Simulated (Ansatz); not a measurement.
# FH₃NOSi radical: up Jacob's ladder to CCSD(T)

An exercise on one series of results from a longer session: the logs are not shown, and one member is left open.

Method: functionals in def2-TZVPP, the program's frozen cores in correlated methods; program: Ansatz 0.2.0, Gaussian basis.

Plan: LDA (SPW92), PBE-D4, revPBE-D4, BLYP-D4, r2SCAN-D4, B97M-V, PBE0-D4, B3LYP-D4, r2SCANh-D4, r2SCAN0-D4, HSE06-D4, BHLYP-D4, CAM-B3LYP-D4, LC-ωPBE, ωB97X-V, ωB97M-V, B2PLYP, PBE-QIDH; CCSD(T)/def2-SVP; CCSD(T)/def2-TZVPP; MP2/def2-QZVPP; extrapolation to the limit; RPA on PBE.

## The geometry

The geometry comes from an earlier relaxation with PBE0-D4 in a triple-zeta def2 set; it is a stationary point, not always the lowest conformer.

SMILES `N[Si](O)F`, 7 atoms, charge 0, spin multiplicity 2.

Atoms are counted from 1 here; the program's logs count them from 0.

Bond lengths: N1–Si2 1.703 Å, N1–H5 1.007 Å, N1–H6 1.007 Å, Si2–O3 1.641 Å, Si2–F4 1.603 Å, O3–H7 0.959 Å. Angles: Si2–N1–H5 119.8°, Si2–N1–H6 120.1°, H5–N1–H6 112.0°, N1–Si2–O3 105.6°, N1–Si2–F4 105.9°, O3–Si2–F4 112.4°, Si2–O3–H7 116.5°.

The first run:

The input, in.yaml:

```yaml
crystal:
  periodic: [false, false, false]
  atoms:
    - {symbol: N, position_ang: [-0.466119, 1.085283, -0.071794]}
    - {symbol: Si, position_ang: [0.029972, -0.446939, 0.480385]}
    - {symbol: O, position_ang: [1.137423, -0.972607, -0.610501]}
    - {symbol: F, position_ang: [-1.291315, -1.355129, 0.497636]}
    - {symbol: H, position_ang: [0.223961, 1.777907, -0.314605]}
    - {symbol: H, position_ang: [-1.310158, 1.502181, 0.286425]}
    - {symbol: H, position_ang: [1.737437, -1.658794, -0.313246]}
basis:
  gaussian: {orbitals: def2-TZVPP}
magnetization: {spin_polarized: true, initial_magnetization: 1}
hamiltonian: {xc: lda}
output: {orbitals: {seedname: orbitals}}
```

Steps of the session up to this table: LDA; PBE-D4 (GGA); revPBE-D4 (GGA); BLYP-D4 (GGA); r2SCAN-D4 (meta-GGA); B97M-V (meta-GGA); PBE0-D4 (hybrid); B3LYP-D4 (hybrid); r2SCANh-D4 (hybrid); r2SCAN0-D4 (hybrid); HSE06-D4 (hybrid); BHLYP-D4 (hybrid); CAM-B3LYP-D4 (range-separated); LC-ωPBE-D4 (range-separated; the results give it without D4); ωB97X-V (range-separated); ωB97M-V (range-separated); B2PLYP (double hybrid); PBE-QIDH (double hybrid).

One of the session's tables, all rows but one given; the rest of the session is left out.

It belongs to the step «Orbital energies across the functionals». 

```
  functional  HOMO (eV)  LUMO (eV)  gap (eV)
 LDA (SPW92)      -4.55      -3.27      1.28
      PBE-D4      -4.54      -2.79      1.75
   revPBE-D4      -4.50      -2.62      1.88
     BLYP-D4      -4.37      -2.89      1.48
   r2SCAN-D4      -4.91      -2.25      2.66
      B97M-V      -4.57      -2.93      1.64
     PBE0-D4      -5.83      -1.85      3.97
    B3LYP-D4      -5.56      -2.33      3.23
  r2SCANh-D4      -5.38      -1.96      3.43
  r2SCAN0-D4      -6.10      -1.53      4.57
    HSE06-D4      -5.42      -2.23      3.19
    BHLYP-D4      -6.98      -1.14      5.84
CAM-B3LYP-D4      -7.14      -1.06      6.08
     LC-ωPBE          ?          ?         ?
     ωB97X-V      -8.04      -0.14      7.90
     ωB97M-V      -7.65      -0.32      7.32
```

Q: Estimate the row for LC-ωPBE from the others.

As computed: HOMO (eV): -8.57; LUMO (eV): 0.48; gap (eV): 9.04. In the column «HOMO (eV)» it is the lowest.
